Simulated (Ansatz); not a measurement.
# Ca2SeI2: the cost of one run

Computed with Ansatz 0.2.0 (DFT PBE, scalar-relativistic, plane waves, PAW, unless a step's input says otherwise).

## (1) The starting structure

The structure is hexagonal, space group P6/mmm (No. 191). The conventional cell has a = 4.966 Å, b = 4.966 Å, c = 8.225 Å, α = 90.00°, β = 90.00°, γ = 120.00°. Ca (site symmetry -6m2) has 3 Ca at 2.87 Å and 3 Se at 2.87 Å as nearest neighbours. Around Se (site symmetry 6/mmm) lie 2 I at 2.11 Å and 6 Ca at 2.87 Å. Around I (site symmetry 6mm) lie 1 Se at 2.11 Å.

As a file:

```cif
data_structure
_symmetry_space_group_name_H-M 'P6/mmm'
_symmetry_Int_Tables_number 191
_cell_length_a 4.9660
_cell_length_b 4.9660
_cell_length_c 8.2255
_cell_angle_alpha 90.000
_cell_angle_beta 90.000
_cell_angle_gamma 120.000
_cell_volume 175.67
loop_
_atom_site_label
_atom_site_type_symbol
_atom_site_symmetry_multiplicity
_atom_site_Wyckoff_symbol
_atom_site_fract_x
_atom_site_fract_y
_atom_site_fract_z
_atom_site_occupancy
Ca1 Ca 2 c 0.33333 0.66667 0.00000 1
Se1 Se 1 a 0.00000 0.00000 0.00000 1
I1 I 2 e 0.00000 0.00000 0.74357 1
```

A structure generator made this guess: random cell by space group and Wyckoff sites (P6/mmm, No. 191). The dimensions are guesses.

## (2) The guess as it stands, on a coarse mesh

The input, input.yaml:

```yaml
crystal:
  lattice:
    - [4.96597341, 0.0, 0.0]
    - [-2.48298671, 4.30065913, 0.0]
    - [0.0, 0.0, 8.2254723]
  atoms:
    - { symbol: Ca, position: [0.33333333, 0.66666667, 0.0] }
    - { symbol: Ca, position: [0.66666667, 0.33333333, 0.0] }
    - { symbol: Se, position: [0.0, 0.0, 0.0] }
    - { symbol: I, position: [0.0, 0.0, 0.74357127] }
    - { symbol: I, position: [0.0, 0.0, 0.25642873] }
basis:
  ecutwfc: 420
kpoints:
  mp_grid: { grid: [6, 6, 2] }
hamiltonian:
  xc: pbe
scf:
  occupations: { method: gaussian, width: 0.1 }
  lower_state_search: "off"
output:
  forces: true
  stress: true
  eigenvalues: true
```

Run with:

```bash
$ ansatz run input.yaml --threads 1 --pin off --max-ram 2048MiB --backend cpu --events-out ev --progress --plain --runs-dir out
```

Q: Estimate wall time and peak memory on 1 thread of Arm Neoverse V1, shared host.

About 7.1 s, with a peak of 0.45 GiB.
